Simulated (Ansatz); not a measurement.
Geometry optimisation, DFT PBEsol, scalar-relativistic, plane waves, PAW (Ansatz 0.2.0).

input.yaml

```yaml
crystal:
  lattice:
    - [6.6, 0.0, 0.0]
    - [0.0, 6.6, 0.0]
    - [0.0, 0.0, 6.6]
  atoms:
    - { symbol: Nb, position: [0.0, 0.0, 0.0] }
    - { symbol: Nb, position: [0.5, 0.0, 0.0] }
    - { symbol: Nb, position: [0.0, 0.5, 0.0] }
    - { symbol: Nb, position: [0.0, 0.0, 0.5] }
    - { symbol: Nb, position: [0.25, 0.25, 0.25] }
    - { symbol: Nb, position: [0.5, 0.5, 0.0] }
    - { symbol: Nb, position: [0.5, 0.0, 0.5] }
    - { symbol: Nb, position: [0.75, 0.25, 0.25] }
    - { symbol: Nb, position: [0.0, 0.5, 0.5] }
    - { symbol: Nb, position: [0.25, 0.75, 0.25] }
    - { symbol: Nb, position: [0.25, 0.25, 0.75] }
    - { symbol: Nb, position: [0.5, 0.5, 0.5] }
    - { symbol: Nb, position: [0.75, 0.75, 0.25] }
    - { symbol: Nb, position: [0.75, 0.25, 0.75] }
    - { symbol: Nb, position: [0.25, 0.75, 0.75] }
    - { symbol: Nb, position: [0.75, 0.75, 0.75] }
    - { symbol: H, position: [0.87150211, 0.00245835, 0.74363377] }
basis:
  ecutwfc: 420.0
kpoints:
  mp_grid: { grid: [3, 3, 3] }
hamiltonian:
  xc: pbesol
scf:
  occupations: { method: fermi_dirac, width: 0.15 }
  lower_state_search: "off"
relax:
  f_tol: 0.03
  max_steps: 60
  adjacent_minimum: "off"
output:
  write_density: true
  write_potential: true
  elf: true
  volumetric_format: npy
```

Run as:

```bash
$ ansatz run input.yaml --threads 4 --pin off --max-ram 10240MiB --backend cpu --events-out ev --progress --plain --runs-dir out
```

**Question.** Where does it end, and by what steps?

**Answer.** It converged. The force dipped under the threshold on the way, but the program's further checks kept it going. Limits of this set-up: coarse k mesh, odd electron count without spin. After 4 steps the energy has fallen by 0.145 eV; Nb14 moved furthest, 0.06 Å.

```
step  energy less start (eV)  largest force component (eV/Å)  accepted
   0                  0.0000                           1.120       yes
   1                  0.1062                           1.043        no
   2                 -0.1384                           0.145       yes
   3                 -0.1447                           0.003       yes
   4                 -0.1447                           0.003       yes
```

```xyz
17
Lattice="6.6000 0.0000 0.0000 0.0000 6.6000 0.0000 0.0000 0.0000 6.6000" Properties=species:S:1:pos:R:3
Nb 0.036 0.001 0.045
Nb 3.297 0.001 0.004
Nb -0.012 3.301 -0.004
Nb 0.036 0.001 3.250
Nb 1.663 1.650 1.647
Nb 3.284 3.301 -0.003
Nb 3.297 0.001 3.291
Nb 4.959 1.649 1.648
Nb -0.011 3.301 3.299
Nb 1.663 4.951 1.647
Nb 1.651 1.657 4.948
Nb 3.284 3.301 3.298
Nb 4.959 4.953 1.648
Nb 4.911 1.699 4.948
Nb 1.651 4.945 4.948
Nb 4.911 4.903 4.948
H 5.773 0.001 4.947
```

Whether the end is a true minimum wasn't checked by a vibrational analysis.

Run time: 71 s on 4 threads of Arm Neoverse V2, with other jobs on the host, peak memory 1.3 GiB.
